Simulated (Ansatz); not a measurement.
# Cl4H2O2W: shape, modes and thermochemistry

Aim: relax Cl4H2O2W from a cheap starting geometry, then compute its harmonic vibrations to see whether it is a minimum and to get the zero-point energy and entropy, and look at its orbitals and charge.

Computed with Ansatz 0.2.0, Gaussian basis. Level: RKS PBE0-D4/def2-TZVP.

Plan: relaxation at PBE0-D4/def2-TZVP; harmonic vibrations at the same level; a single point in def2-TZVPP for the fields.

## 1. The system as given

9 atoms, charge 0, spin multiplicity 1.

Atoms are counted from 1 here; the program's logs count them from 0.

Bond lengths: O1–W2 1.778 Å, O1–H8 0.968 Å, W2–O3 1.778 Å, W2–Cl4 2.341 Å, W2–Cl5 2.341 Å, W2–Cl6 2.341 Å, W2–Cl7 2.342 Å, O3–H9 0.968 Å. Angles: W2–O1–H8 179.6°, O1–W2–O3 179.9°, O1–W2–Cl4 90.0°, O1–W2–Cl5 90.0°, O1–W2–Cl6 90.0°, O1–W2–Cl7 90.0°, O3–W2–Cl4 89.9°, O3–W2–Cl5 90.1°, O3–W2–Cl6 90.1°, O3–W2–Cl7 89.9°, Cl4–W2–Cl5 89.9°, Cl4–W2–Cl6 180.0°, Cl4–W2–Cl7 89.9°, Cl5–W2–Cl6 90.1°, Cl5–W2–Cl7 179.8°, Cl6–W2–Cl7 90.1°, W2–O3–H9 179.8°.

Geometry (Å):

```xyz
9

O    -1.6643   -0.5513    0.2956
W    -0.0008    0.0027    0.0004
O     1.6640    0.5531   -0.2946
Cl    0.2805   -1.6913   -1.5905
Cl   -0.7765    1.4429   -1.6741
Cl   -0.2819    1.6959    1.5916
Cl    0.7757   -1.4429    1.6714
H    -2.5680   -0.8586    0.4563
H     2.5714    0.8495   -0.4561
```

The start is a GFN2-xTB geometry. W takes the def2 core potential; no spin-orbit term is included.

## 2. Optimising with PBE0-D4/def2-TZVP

Contents of in.yaml:

```yaml
crystal:
  periodic: [false, false, false]
  atoms:
    - {symbol: O, position_ang: [-1.664340, -0.551320, 0.295590]}
    - {symbol: W, position_ang: [-0.000760, 0.002710, 0.000410]}
    - {symbol: O, position_ang: [1.663970, 0.553090, -0.294560]}
    - {symbol: Cl, position_ang: [0.280510, -1.691330, -1.590490]}
    - {symbol: Cl, position_ang: [-0.776530, 1.442920, -1.674110]}
    - {symbol: Cl, position_ang: [-0.281880, 1.695930, 1.591620]}
    - {symbol: Cl, position_ang: [0.775680, -1.442900, 1.671400]}
    - {symbol: H, position_ang: [-2.568040, -0.858580, 0.456280]}
    - {symbol: H, position_ang: [2.571400, 0.849470, -0.456150]}
basis:
  gaussian: {orbitals: def2-TZVP}
hamiltonian: {xc: pbe0, dispersion: d4}
relax: {f_tol: 0.005, max_steps: 150}
```

The run is started by

```console
$ ansatz run in.yaml --threads 2 --pin off --events-out ev --progress --plain --max-ram 20480MiB --backend cuda --devices 0, --max-vram 18GiB
```

Further steps of the session: Harmonic vibrations; Orbitals, density and potential.

Q: Predict the results of all the runs planned. Wanted: point group; shift from the start; total energy; dispersion term; dipole moment; lowest, highest wavenumber; zero-point energy; HOMO, LUMO.

As calculated:

| quantity | value |
| --- | --- |
| point group | C2v |
| steps | 37 |
| shift from the start (rms) | 0.483 Å |
| total energy | -56032.4292 eV |
| dispersion term | -384 meV |
| dipole moment | 1.10 D |
| lowest, highest wavenumber | 86, 3875 cm⁻¹ |
| zero-point energy | 86.1 kJ/mol |
| entropy at 298.15 K | 433.1 J/(mol K) |
| HOMO, LUMO | -8.67, -4.74 eV |

The atoms moved 0.48 Å (rms) from the start; the bond that changed most is W2–O3, from 1.778 to 1.844 Å. All wavenumbers are real, so the end point is a minimum. The stiffest mode, 3875 cm⁻¹, is an O–H stretch, and 6 modes under 200 cm⁻¹ make the vibrational entropy uncertain. Harmonic hybrid wavenumbers usually lie a few per cent above measured fundamentals. The largest Mulliken charge, +1.26 e, sits on W2. The HOMO lies mostly on Cl4 33 %; Cl5, Cl6, Cl7 about 22 % each and the LUMO on W2 60 %; 4 Cl atoms about 9 % each.
